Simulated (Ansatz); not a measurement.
# GeF2 (triplet): from Hartree-Fock to the top rungs, cc-pVDZ

An exercise on one series of results from a longer session: the logs are not shown, and one member is left open.

The runs use Ansatz 0.2.0, Gaussian basis; cc-pVDZ, core rule «outside noble gas», up to 16 orbitals frozen.

To be run: UHF; CCSD(T) on ROHF; CCSD(T) on UHF; BCCD(T) on ROHF; CISD as a restricted active space (open shells left free, so some higher excitations enter); CCSDT(Q) on ROHF; CCSDT(Q) on UHF; CASSCF and MRCISD+Q, 14 electrons in 10 orbitals; CASSCF and NEVPT2, 14 electrons in 10 orbitals.

28 further runs of the same task are left out: 5 for a known fault of the program, 7 that didn't finish, 16 set aside as unsound or not needed. Runs told in other sessions of the task aren't counted.

**The geometry**

The geometry is a PBE0/def2-TZVP stationary point (not a proven minimum). No spin-orbit coupling is included. The filled d shell of Ge may be among the frozen orbitals whatever the setting's name suggests.

3 atoms, charge 0, spin multiplicity 3.

Atoms are counted from 1 here; the program's logs count them from 0.

Bond lengths: Ge1–F2 1.738 Å, Ge1–F3 1.738 Å. Angles: F2–Ge1–F3 113.8°.

The first run:

File in.yaml:

```yaml
crystal:
  periodic: [false, false, false]
  atoms:
    - {symbol: Ge, position_ang: [0.000000, -0.325890, 0.000000]}
    - {symbol: F, position_ang: [0.000000, 0.623017, -1.456249]}
    - {symbol: F, position_ang: [0.000000, 0.623017, 1.456249]}
basis:
  gaussian: {orbitals: cc-pVDZ}
magnetization: {spin_polarized: true, initial_magnetization: 2}
hamiltonian: {xc: hf}
output: {orbitals: {seedname: orbitals}}
```

Started as:

```
$ ansatz run in.yaml --threads 1 --pin off --events-out ev --progress --plain --max-ram 2393MiB
```

Among the steps run: UHF; CCSD(T) on ROHF; CCSD(T) on UHF; BCCD(T) on ROHF; CISD as a restricted active space (open shells left free, so some higher excitations enter); CCSDT(Q) on ROHF; CCSDT(Q) on UHF; CASSCF and MRCISD+Q, 14 electrons in 10 orbitals; CASSCF and NEVPT2, 14 electrons in 10 orbitals.

One of the session's tables, all rows but one given; the rest of the session is left out.

It belongs to the step «Misses and costs». 

```
          method  from UCCSDT(Q) (meV)
            ROHF              +12312.4
             UHF              +12238.5
            RMP2                +459.2
            UMP2                +445.5
           RCCSD                +294.4
           UCCSD                +280.6
        RCCSD(T)                 +65.6
        UCCSD(T)                 +54.0
         BCCD(T)                 +59.0
          RCCSDT                 +45.0
          UCCSDT                     ?
       RCCSDT(Q)                 +17.1
       UCCSDT(Q)                     0
  CASSCF valence              +10852.6
  NEVPT2 valence               +1026.7
  MRCISD valence                +943.4
MRCISD+Q valence                +191.6
```

**Question.** Estimate the row for UCCSDT.

The run gave: from UCCSDT(Q) (meV): +33.5. In the column «from UCCSDT(Q) (meV)» it lies between RCCSDT(Q) (+17.1) and RCCSDT (+45.0).

Not comparable, so not listed: CISD as a restricted active space (open shells left free, so some higher excitations enter) (they don't share determinant, frozen orbitals or solution with the rows shown, or repeat one).

Caveats from the session: Restricted and unrestricted rows rest on different reference determinants; a gap between their highest levels can come from leftover correlation error, from unlike frozen cores or from another state.
